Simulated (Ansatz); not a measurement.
# CH4BClSn: the cost of one run

All numbers are computed with Ansatz 0.2.0 through its Python package. Level of theory: r2SCAN0/def2-SVP.

## 1. Starting point

Bond lengths: Cl1–Sn2 2.289 Å, Sn2–B3 2.340 Å, Sn2–C4 2.030 Å, B3–C4 1.531 Å, Sn2–H5 1.758 Å, B3–H6 1.203 Å, C4–H7 1.075 Å, C4–H8 1.136 Å. Angles (14 of 15 angles, heavy atoms first): Cl1–Sn2–B3 105.1°, Cl1–Sn2–C4 117.5°, B3–Sn2–C4 40.2°, Sn2–B3–C4 58.9°, Sn2–C4–B3 80.8°, Cl1–Sn2–H5 118.7°, B3–Sn2–H5 104.9°, C4–Sn2–H5 120.0°, Sn2–B3–H6 150.4°, C4–B3–H6 150.4°, Sn2–C4–H7 117.6°, Sn2–C4–H8 111.0°, B3–C4–H7 117.8°, B3–C4–H8 109.1°.

The script reads ch4bclsn.xyz:

```xyz
8

Cl   -2.18020    1.60950   -1.06440
Sn   -0.12520    0.60050   -1.08280
B     0.31020    0.06400    1.15290
C     0.12940   -1.03120    0.09800
H     1.26990    1.53380   -1.60480
H     0.57850    0.40020    2.27690
H     0.96830   -1.67110   -0.11000
H    -0.85880   -1.56270    0.27830
```

## 2. The code

Input file ch4bclsn.py:

```python
# -*- coding: utf-8 -*-
"""Energy to split CH4BClSn into its atoms."""

from collections import Counter

import ansatz as az


def energy_of(molecule, charge=0, unpaired=0):
    calc = (
        molecule.calculation()
        .basis(gaussian="def2-SVP")
        .functional("r2scan0")
        .accuracy("high")
    )
    if charge:
        calc = calc.charge(charge)
    if unpaired:
        calc = calc.spin("collinear", total=unpaired)
    report = calc.run(threads=1).report
    if report["published_state_doubts"]:
        print("  doubts:", report["published_state_doubts"])
    return report["free_energy_ev"]

mol = az.Crystal.molecule_from_extxyz("ch4bclsn.xyz")

# unpaired electrons of the ground-state atoms
unpaired = {"Cl": 1, "Sn": 2, "B": 1, "C": 2, "H": 1}
counts = Counter(site.symbol for site in mol.cartesian_sites)
atom_energy = {s: energy_of(az.Crystal.molecule().atom(s, (0, 0, 0)), 0, unpaired[s]) for s in counts}
whole = energy_of(mol, 0, 0)
for s, e in atom_energy.items():
    print(f"{s:2s} x{counts[s]}  {e:14.5f} eV")
print(f"CH4BClSn: {whole:.5f} eV")
split = sum(counts[s] * e for s, e in atom_energy.items()) - whole
print(f"atomisation energy (no zero-point term): {23.060548 * split:.1f} kcal/mol, {split / sum(counts.values()):.3f} eV an atom")
```

## 3. The run

On the command line:

```console
> python ch4bclsn.py
```

What time and memory should one allow on 1 thread of Arm Neoverse V1, shared host?

About 30 s, with a peak of 0.48 GiB.
